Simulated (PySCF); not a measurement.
# WO₂⁻: doublet, from a end-on start

Aim: relax WO₂⁻ as a doublet from a end-on start, check by its vibrations whether the end is a minimum, and collect its spectrum and constants.

The runs use PySCF 2.14.0; PBE0, basis W def2-SVPD with ECP60, O def2-SVPD, scalar-relativistic core potentials, no spin–orbit coupling, density fitting.

## (1) The starting structure

3 atoms, charge -1, spin multiplicity 2.

Bond lengths: W1–O2 2.060 Å, O2–O3 1.445 Å. Angles: W1–O2–O3 119.9°.

Z-matrix (Å, degrees; charge -1 multiplicity 2):
```
W
O  1 2.0600
O  2 1.4450 1 119.89
```

## (2) First SCF at the start

One driver script runs all steps and calls PySCF; scf.py shows how it sets up the SCF of each step. The optimiser is the driver's own. After this first run the driver tries any further starts and a stability analysis.

Input file scf.py:

```python
from pyscf import gto, scf, dft
mol = gto.M(atom='''
W      0.000000     0.000000     0.000000
O      0.000000     0.000000     2.060000
O      1.252800     0.000000     2.780000''',
    basis={'W': 'def2-SVPD', 'O': 'def2-SVPD'},
    ecp={'W': 'def2-SVPD'},
    charge=-1, spin=1)
mf = dft.UKS(mol, xc='PBE0')
mf.grids.atom_grid = (50, 194)
aux = {'W': 'def2-universal-JKFIT', 'O': 'def2-universal-JKFIT'}
mf = mf.density_fit(auxbasis=aux)
mf.conv_tol = 1e-08
mf.diis_space = 10
mf.max_cycle = 60
mf.init_guess = 'minao'
mf.verbose = 4
mf.kernel()
```

The run is started by

```bash
$ OMP_NUM_THREADS=2 python axn.py task.json out
```

Log:

```text
init E= -204.802818175802
[... the frontier-level lines of each cycle are left out ...]
cycle= 1 E= -216.633385417733  delta_E= -11.8  |g|= 0.637  |ddm|= 5.22
cycle= 2 E= -210.154134315623  delta_E= 6.48  |g|= 2.96  |ddm|= 5.88
cycle= 3 E= -216.704407675258  delta_E= -6.55  |g|= 0.669  |ddm|= 4.72
cycle= 4 E= -214.727480754009  delta_E= 1.98  |g|= 1.89  |ddm|= 3.39
cycle= 5 E= -217.0257887743  delta_E= -2.3  |g|= 0.154  |ddm|= 1.87
cycle= 6 E= -217.029454572437  delta_E= -0.00367  |g|= 0.174  |ddm|= 0.407
cycle= 7 E= -217.042028236946  delta_E= -0.0126  |g|= 0.0221  |ddm|= 0.148
cycle= 8 E= -217.0427668399  delta_E= -0.000739  |g|= 0.012  |ddm|= 0.0761
cycle= 9 E= -217.043103364119  delta_E= -0.000337  |g|= 0.00815  |ddm|= 0.0389
cycle= 10 E= -217.043464824789  delta_E= -0.000361  |g|= 0.0106  |ddm|= 0.0451
cycle= 11 E= -217.04350375849  delta_E= -3.89e-05  |g|= 0.0106  |ddm|= 0.00462
cycle= 12 E= -217.043849830303  delta_E= -0.000346  |g|= 0.00933  |ddm|= 0.0393
cycle= 13 E= -217.044985955578  delta_E= -0.00114  |g|= 0.0202  |ddm|= 0.19
cycle= 14 E= -217.045391801857  delta_E= -0.000406  |g|= 0.0114  |ddm|= 0.0627
cycle= 15 E= -217.045670810729  delta_E= -0.000279  |g|= 0.00475  |ddm|= 0.0998
cycle= 16 E= -217.045678980082  delta_E= -8.17e-06  |g|= 0.00216  |ddm|= 0.0133
cycle= 17 E= -217.045690880679  delta_E= -1.19e-05  |g|= 0.00309  |ddm|= 0.0411
cycle= 18 E= -217.045700454151  delta_E= -9.57e-06  |g|= 0.000838  |ddm|= 0.00939
cycle= 19 E= -217.045698179742  delta_E= 2.27e-06  |g|= 0.00182  |ddm|= 0.00752
cycle= 20 E= -217.045701877081  delta_E= -3.7e-06  |g|= 0.000118  |ddm|= 0.00954
cycle= 21 E= -217.045701987786  delta_E= -1.11e-07  |g|= 5.23e-05  |ddm|= 0.00205
cycle= 22 E= -217.045701991116  delta_E= -3.33e-09  |g|= 8.47e-05  |ddm|= 0.000783
Extra cycle  E= -217.045701933602  delta_E= 5.75e-08  |g|= 0.000363  |ddm|= 0.00055
converged SCF energy = -217.045701933602  <S^2> = 2.1678915  2S+1 = 3.1099141
```

This step, with its further starts and checks, needed 20 s of wall time on 2 threads of Arm Neoverse V2, shared host.

Energies from each starting density:

| start | energy (Eh) |
| --- | --- |
| the minimal-basis guess | -217.045702 |
| a thermally smeared density | -217.045207 |
| a smeared PBE density | -217.045602 |

The test of internal stability and the other starts found no lower solution of this spin.

## (3) End-on start, doublet: relaxation

The program finds Cs symmetry in the start, which this walk keeps. Threshold on the gradient: 0.0003 Eh/bohr, with a further test on the energy change.

scf.py: that of step 2 with these lines changed.

```diff
@@ -3,3 +3,3 @@
-W      0.000000     0.000000     0.000000
-O      0.000000     0.000000     2.060000
-O      1.252800     0.000000     2.780000''',
+W     -0.092796     0.000000    -0.358503
+O     -0.092796     0.000000     1.701497
+O      1.160004     0.000000     2.421497''',
@@ -16 +15,0 @@
-mf.init_guess = 'minao'
```

Energy and gradient, step by step:

| step | energy (Eh) | change (kJ/mol) | largest symmetric gradient (Eh/bohr) |
| --- | --- | --- | --- |
| 0 | -217.045702 | 0.00 | 0.06798 |
| 1 | -217.065997 | -53.28 | 0.04652 |
| 2 | -217.071620 | -68.05 | 0.02947 |
| 3 | -217.073504 | -72.99 | 0.01309 |
| 4 | -217.073801 | -73.77 | 0.00107 |
| 5 | -217.073826 | -73.84 | 0.00111 |
| 6 | -217.074284 | -75.04 | 0.00594 |
| 7 | -217.076106 | -79.82 | 0.01283 |
| 8 | -217.078130 | -85.14 | 0.03675 |
| 9 | -217.082488 | -96.58 | 0.03307 |
| 10 | -217.085163 | -103.60 | 0.00898 |
| 11 | -217.085325 | -104.03 | 0.01499 |
| 12 | -217.085547 | -104.61 | 0.00421 |
| 13 | -217.085619 | -104.80 | 0.00186 |
| 14 | -217.085642 | -104.86 | 0.00025 |
| 15 | -217.085643 | -104.87 | 0.00002 |

The walk took 27 s.

Geometry (Å) and forces (eV/Å) at some steps:

```
step 0
W   -0.093   0.000  -0.358   0.164   0.000   3.496
O   -0.093   0.000   1.702   2.585   0.000  -1.643
O    1.160   0.000   2.421  -2.749   0.000  -1.853
step 1
W   -0.088   0.000  -0.275   0.148   0.000   2.390
O   -0.029   0.000   1.665  -0.357   0.000  -2.392
O    1.092   0.000   2.374   0.209   0.000   0.002
step 8
W    0.174   0.000  -0.017   0.113   0.000   1.514
O   -0.358   0.000   1.766   1.777   0.000  -0.540
O    1.159   0.000   2.015  -1.889   0.000  -0.974
step 15
W    0.262   0.000   0.044   0.000   0.000   0.000
O   -0.366   0.000   1.840  -0.001   0.000   0.001
O    1.078   0.000   1.880   0.001   0.000  -0.001
```

It settles in Cs symmetry, 104.9 kJ/mol below the start, after 15 steps: O–O 1.444 Å, W–O 1.903 Å, W–O 2.008 Å; O–O–W 64.5°, O–O–W 72.3°, O–W–O 43.2°.

## (4) Is it a minimum? Harmonic modes

On the finer grid the gradient is checked again; gradients at displacements of ±0.02 bohr then give force constants and infrared intensities.

scf.py: that of step 3 with these lines changed.

```diff
@@ -3,3 +3,3 @@
-W     -0.092796     0.000000    -0.358503
-O     -0.092796     0.000000     1.701497
-O      1.160004     0.000000     2.421497''',
+W     -0.013810     0.000000    -0.269037
+O     -0.642076     0.000000     1.527237
+O      0.801403     0.000000     1.566450''',
@@ -10 +10 @@
-mf.grids.atom_grid = (50, 194)
+mf.grids.atom_grid = (75, 302)
@@ -13 +13 @@
-mf.conv_tol = 1e-08
+mf.conv_tol = 1e-10
```

This SCF starts from the last density.

SCF at the final geometry:

```text
init E= -217.085719201919
[... the frontier-level lines of each cycle are left out ...]
cycle= 1 E= -217.085719201963  delta_E= -4.41e-11  |g|= 3.66e-06  |ddm|= 2.09e-05
Extra cycle  E= -217.08571920198  delta_E= -1.73e-11  |g|= 7.99e-06  |ddm|= 2.15e-05
converged SCF energy = -217.08571920198  <S^2> = 1.7673882  2S+1 = 2.8406958
```

The whole step took 65 s.

Geometry: Cs; O–O 1.444 Å, W–O 1.903 Å, W–O 2.008 Å; O–O–W 64.5°, O–O–W 72.3°, O–W–O 43.2°.

Harmonic modes (main isotopes):

```tsv
symmetry	ω (cm⁻¹)	IR (km/mol)	μ (u)
a'	254	0.0	16.46
a'	586	112	18.22
a'	940	122	16.09
```

Every mode is real; the point is a minimum.

Constants and moments:

* Dipole moment about the centre of mass: 0.63 D
* Highest occupied level: 0.46 eV
* Lowest empty level: 2.61 eV
* Rotational constants: 1.019, 0.1868, 0.1579 cm⁻¹
* Zero-point energy: 10.6 kJ/mol
* Principal polarisabilities: 105.1, 106.4, 114.8 bohr³
* Principal traceless quadrupole moments about the centre of mass: -11.52, 5.11, 6.41 D Å
* Entropy at 298.15 K and 1 bar (electronic part: spin only): 289.6 J/(mol K)
* Heat capacity Cp at 298.15 K: 46.9 J/(mol K)
* Enthalpy at 298.15 K above 0 K: 11.74 kJ/mol
* Rotational symmetry number: 1
* Spin squared ⟨S²⟩: 1.767

Populations by atom (charges in e):

```
atom  Mulliken  Löwdin  polar tensor  spin (Mulliken)  Mayer order to W1
  W1     -0.21    0.19         -0.12             1.03                  –
  O2     -0.35   -0.60         -0.53             0.00               0.68
  O3     -0.44   -0.59         -0.35            -0.03               0.52
```

Mulliken populations on W1 (outside its core potential): s 3.87, p 6.29, d 3.99, f 0.06.

## (5) Summary of results

| quantity | value |
| --- | --- |
| minimum | broken-symmetry (Ms = 1/2), Cs |
| geometry | O–O 1.444 Å, W–O 1.903 Å, W–O 2.008 Å; O–O–W 64.5°, O–O–W 72.3°, O–W–O 43.2° |
| wavenumbers (cm⁻¹) | 254 (a'), 586 (a'), 940 (a') |
| dipole moment (centre of mass) | 0.63 D |
| highest occupied, lowest empty level (either spin) | 0.46, 2.61 eV |
| polar-tensor charge of W1 | -0.12 e |
| zero-point energy | 10.6 kJ/mol |
| entropy at 298.15 K | 289.6 J/(mol K) |
| ⟨S²⟩ | 1.767 |

The molecule stays Cs, as typed, and the end point is a minimum. The determinant is spin-contaminated (⟨S²⟩ = 1.77 against 0.75), so it is no pure spin state. In the infrared the band at 940 cm⁻¹ (a') leads. Only this shape and spin were tried, so other structures or states may lie lower. The highest occupied level lies above zero: either self-interaction error lifts it or the extra electron is not bound, and the basis holds it in place. One determinant may miss the lowest occupation of an open d or f shell. Spin–orbit coupling, left out here, can matter for elements this heavy.

The search up to here took 1.9 min.
